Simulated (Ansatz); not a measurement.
# C₂H₈S₂Si: a ladder of functionals and wavefunction methods

The task here is to estimate one member of a computed series from the others.

The runs use Ansatz 0.2.0, Gaussian basis; functionals in def2-TZVPP, the program's frozen cores in correlated methods.

The runs, in order: PBE-D4, r2SCAN-D4, PBE0-D4, B3LYP-D4, ωB97X-V, ωB97M-V, B2PLYP; CCSD(T)/def2-TZVPP; MP2/def2-QZVPP; extrapolation to the limit.

## The relaxed structure

All runs share one geometry, relaxed beforehand with PBE0-D4 in a triple-zeta def2 set.

SMILES `CSCS[SiH3]`, 13 atoms, charge 0, spin multiplicity 1.

Atoms are counted from 1 here; the program's logs count them from 0.

Bond lengths: C1–S2 1.794 Å, C1–H6 1.091 Å, C1–H7 1.090 Å, C1–H8 1.091 Å, S2–C3 1.791 Å, C3–S4 1.824 Å, C3–H9 1.091 Å, C3–H10 1.092 Å, S4–Si5 2.137 Å, Si5–H11 1.484 Å, Si5–H12 1.485 Å, Si5–H13 1.486 Å. Angles: S2–C1–H6 111.2°, S2–C1–H7 106.8°, S2–C1–H8 110.5°, H6–C1–H7 109.1°, H6–C1–H8 109.9°, H7–C1–H8 109.3°, C1–S2–C3 100.5°, S2–C3–S4 116.4°, S2–C3–H9 105.6°, S2–C3–H10 110.9°, S4–C3–H9 109.4°, S4–C3–H10 105.9°, H9–C3–H10 108.4°, C3–S4–Si5 100.0°, S4–Si5–H11 113.5°, S4–Si5–H12 110.7°, S4–Si5–H13 103.4°, H11–Si5–H12 110.0° and more.

Set-up of the first run:

Input file in.yaml:

```yaml
crystal:
  periodic: [false, false, false]
  atoms:
    - {symbol: C, position_ang: [-1.840397, 0.633202, 0.541639]}
    - {symbol: S, position_ang: [-0.532196, -0.230594, 1.412972]}
    - {symbol: C, position_ang: [0.886991, 0.748880, 0.927379]}
    - {symbol: S, position_ang: [1.269076, 0.797064, -0.855047]}
    - {symbol: Si, position_ang: [1.038251, -1.270874, -1.340912]}
    - {symbol: H, position_ang: [-1.972532, 1.643883, 0.931061]}
    - {symbol: H, position_ang: [-2.756037, 0.064904, 0.705688]}
    - {symbol: H, position_ang: [-1.626066, 0.671441, -0.527391]}
    - {symbol: H, position_ang: [1.734079, 0.325780, 1.468751]}
    - {symbol: H, position_ang: [0.765398, 1.788842, 1.236165]}
    - {symbol: H, position_ang: [-0.377288, -1.691148, -1.486587]}
    - {symbol: H, position_ang: [1.721844, -2.125882, -0.337976]}
    - {symbol: H, position_ang: [1.709278, -1.390197, -2.661141]}
basis:
  gaussian: {orbitals: def2-TZVPP}
hamiltonian: {xc: pbe, dispersion: d4}
output: {forces: true, orbitals: {seedname: orbitals}}
```

The run is started by

```bash
$ ansatz run in.yaml --threads 4 --pin off --events-out ev --progress --plain --max-ram 10444MiB
```

Steps of the session up to this table: PBE-D4 (GGA); r2SCAN-D4 (meta-GGA); PBE0-D4 (hybrid); B3LYP-D4 (hybrid); ωB97X-V (range-separated); ωB97M-V (range-separated); B2PLYP (double hybrid); CCSD(T) in def2-TZVPP; MP2 in def2-QZVPP.

One table of the session follows, with a row left open; its other results are not shown here.

| method | atomisation energy (eV) |
| --- | --- |
| PBE-D4 | 46.154 |
| r2SCAN-D4 | 45.705 |
| PBE0-D4 | 45.658 |
| B3LYP-D4 | 45.486 |
| ωB97X-V | 45.848 |
| ωB97M-V | 45.809 |
| B2PLYP | 44.834 |
| HF/def2-TZVPP | 33.360 |
| MP2/def2-TZVPP | 44.669 |
| CCSD/def2-TZVPP | 43.664 |
| CCSD(T)/def2-TZVPP | 44.329 |
| MP2/CBS | 45.937 |
| CCSD(T)/CBS | ? |

Estimate the missing values for CCSD(T)/CBS.

The run gave: atomisation energy (eV): 45.597. In the column «atomisation energy (eV)» it lies between B3LYP-D4 (45.486) and PBE0-D4 (45.658).
